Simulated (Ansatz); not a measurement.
# CH3F3OSW: the cost of one run

Computed with Ansatz 0.2.0, Gaussian basis. Level: the settings change from run to run.

### 1 The molecule

An earlier PBE0-D4 in a triple-zeta def2 set relaxation fixed the geometry. W takes a core potential in def2 sets; no spin-orbit term is included.

10 atoms, charge 0, spin multiplicity 1.

Atoms are counted from 1 here; the program's logs count them from 0.

Bond lengths: C1–O2 1.400 Å, C1–H8 1.092 Å, C1–H9 1.092 Å, C1–H10 1.094 Å, O2–W3 1.836 Å, W3–F4 1.858 Å, W3–F5 1.873 Å, W3–F6 1.857 Å, W3–S7 2.106 Å. Angles: O2–C1–H8 108.7°, O2–C1–H9 109.7°, O2–C1–H10 109.4°, H8–C1–H9 109.5°, H8–C1–H10 109.7°, H9–C1–H10 109.9°, C1–O2–W3 144.5°, O2–W3–F4 148.9°, O2–W3–F5 85.0°, O2–W3–F6 90.1°, O2–W3–S7 105.3°, F4–W3–F5 82.7°, F4–W3–F6 85.7°, F4–W3–S7 105.6°, F5–W3–F6 148.6°, F5–W3–S7 105.6°, F6–W3–S7 105.7°.

### 2 B2PLYP/def2-SVP

File in.yaml:

```yaml
crystal:
  periodic: [false, false, false]
  atoms:
    - {symbol: C, position_ang: [0.582508, -1.670628, -0.020965]}
    - {symbol: O, position_ang: [0.421480, -0.356931, 0.435710]}
    - {symbol: W, position_ang: [-0.399850, 1.250756, 0.104193]}
    - {symbol: F, position_ang: [-1.954769, 2.192874, -0.276621]}
    - {symbol: F, position_ang: [-0.674961, 0.568442, -1.617986]}
    - {symbol: F, position_ang: [-0.942958, 1.342773, 1.877645]}
    - {symbol: S, position_ang: [1.166589, 2.645696, -0.083719]}
    - {symbol: H, position_ang: [1.645669, -1.918962, -0.004345]}
    - {symbol: H, position_ang: [0.038130, -2.356058, 0.632050]}
    - {symbol: H, position_ang: [0.201263, -1.749061, -1.043162]}
basis:
  gaussian: {orbitals: def2-SVP}
hamiltonian: {xc: {name: B2PLYP}}
output: {forces: true}
```

Launch:

```
$ ansatz run in.yaml --threads 4 --pin off --events-out ev --progress --plain --max-ram 11315MiB
```

What time and memory should one allow on 4 threads of Arm Neoverse V1, shared host?

About 10 s, with a peak of 0.53 GiB.
